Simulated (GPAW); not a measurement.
Crystal: NbSi.

```xyz
2
Lattice="0.0000 2.5738 2.5738 2.5738 0.0000 2.5738 2.5738 2.5738 0.0000" Properties=species:S:1:pos:R:3 pbc="T T T"
Nb    0.0000    0.0000    0.0000
Si    2.5738    2.5738    2.5738
```

The cell was built by a generator and needn't be a form met in nature.

- Program: GPAW 26.7.0
- Task: relaxation of cell and atoms
- Functional: BLYP
- Potentials or basis: PAW data sets generated in the run's folder for this functional
- Cutoff: 600 eV
- Basis: pw
- k mesh: 8 × 8 × 8
- Occupations: fermi-dirac, width 0.05 eV
- Spin: no spin polarisation

At the start: pressure 6.3 GPa; volume 17.05 Å³/atom.

**Question.** How do energy, volume and symmetry change on relaxing?

**Answer.** Over 3 steps the energy falls by 14.1 meV/atom and the volume is 17.79 Å³/atom (+4.3 %); space group Fm-3m (No. 225, to 0.05 Å).

Step by step:
```tsv
step	energy change (eV)	largest force (eV/Å)	pressure (GPa)	volume (Å³)
1	0.0000	0.0000	6.26	34.10
2	-0.0157	0.0000	4.09	34.59
3	-0.0281	0.0000	0.17	35.57
```

Final structure:
```yaml
crystal:
  lattice:
    - [0.00000, 2.61030, 2.61030]
    - [2.61030, 0.00000, 2.61030]
    - [2.61030, 2.61030, 0.00000]
  atoms:
    - { symbol: Nb, position: [0.00000, 0.00000, 0.00000] }
    - { symbol: Si, position: [0.50000, 0.50000, 0.50000] }
```

Caveat: later steps reuse the first step's grids.
